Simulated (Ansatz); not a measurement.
# H₆HfN₂O₂: basis-set convergence

One table from this session's results is given with a row withheld; the runs are named, their logs left out.

Method: one geometry, several basis sets; program: Ansatz 0.2.0, Gaussian basis.

The runs, in order: PBE0-D4/def2-SVP; ωB97M-V/def2-SVP; PBE0-D4/def2-QZVPP; ωB97M-V/def2-QZVPP; the functionals' def2-TZVPP values are taken from earlier runs.

## Structure used throughout

The geometry comes from an earlier relaxation with PBE0-D4 in a triple-zeta def2 set; it is a stationary point, not always the lowest conformer. Hf takes the def2 core potential; no spin-orbit term is included.

SMILES `[NH2][Hf]([NH2])([OH])[OH]`, 11 atoms, charge 0, spin multiplicity 1.

Atoms are counted from 1 here; the program's logs count them from 0.

Bond lengths: N1–Hf2 2.045 Å, N1–H6 1.010 Å, N1–H7 1.010 Å, Hf2–N3 2.045 Å, Hf2–O4 1.940 Å, Hf2–O5 1.939 Å, N3–H8 1.010 Å, N3–H9 1.010 Å, O4–H10 0.951 Å, O5–H11 0.951 Å. Angles: Hf2–N1–H6 125.3°, Hf2–N1–H7 125.9°, H6–N1–H7 108.8°, N1–Hf2–N3 107.0°, N1–Hf2–O4 114.6°, N1–Hf2–O5 104.4°, N3–Hf2–O4 104.4°, N3–Hf2–O5 114.6°, O4–Hf2–O5 112.0°, Hf2–N3–H8 125.2°, Hf2–N3–H9 126.0°, H8–N3–H9 108.8°, Hf2–O4–H10 153.8°, Hf2–O5–H11 154.2°.

Set-up of the first run:

in.yaml reads:

```yaml
crystal:
  periodic: [false, false, false]
  atoms:
    - {symbol: N, position_ang: [-1.596853, 0.972880, 0.133366]}
    - {symbol: Hf, position_ang: [0.147566, -0.012193, -0.277833]}
    - {symbol: N, position_ang: [0.751939, -0.909009, 1.458054]}
    - {symbol: O, position_ang: [1.629033, 1.140971, -0.765203]}
    - {symbol: O, position_ang: [-0.317266, -1.241965, -1.703601]}
    - {symbol: H, position_ang: [-2.424679, 0.958422, -0.444637]}
    - {symbol: H, position_ang: [-1.768466, 1.564463, 0.933482]}
    - {symbol: H, position_ang: [1.693177, -0.895643, 1.823451]}
    - {symbol: H, position_ang: [0.169288, -1.451872, 2.078897]}
    - {symbol: H, position_ang: [2.009975, 1.953455, -1.081597]}
    - {symbol: H, position_ang: [-0.293714, -2.079518, -2.154368]}
basis:
  gaussian: {orbitals: def2-SVP}
hamiltonian: {xc: pbe0, dispersion: d4}
output: {orbitals: {seedname: orbitals}}
```

Run with:

```sh
$ ansatz run in.yaml --threads 4 --pin off --events-out ev --progress --plain --max-ram 10444MiB
```

Steps of the session up to this table: PBE0-D4 in def2-SVP; ωB97M-V in def2-SVP; PBE0-D4 in def2-QZVPP; ωB97M-V in def2-QZVPP.

One table of the session follows, with a row left open; its other results are not shown here.

```
functional       basis  HOMO (eV)  LUMO (eV)
   PBE0-D4    def2-SVP          ?          ?
   PBE0-D4  def2-TZVPP      -6.72       0.08
   PBE0-D4  def2-QZVPP      -6.80      -0.26
   ωB97M-V    def2-SVP      -8.88       1.52
   ωB97M-V  def2-TZVPP      -9.08       1.23
   ωB97M-V  def2-QZVPP      -9.16       0.58
```

Estimate the missing values for PBE0-D4, def2-SVP.

The run gave: HOMO (eV): -6.53; LUMO (eV): 0.28. In the column «HOMO (eV)» it is the highest.
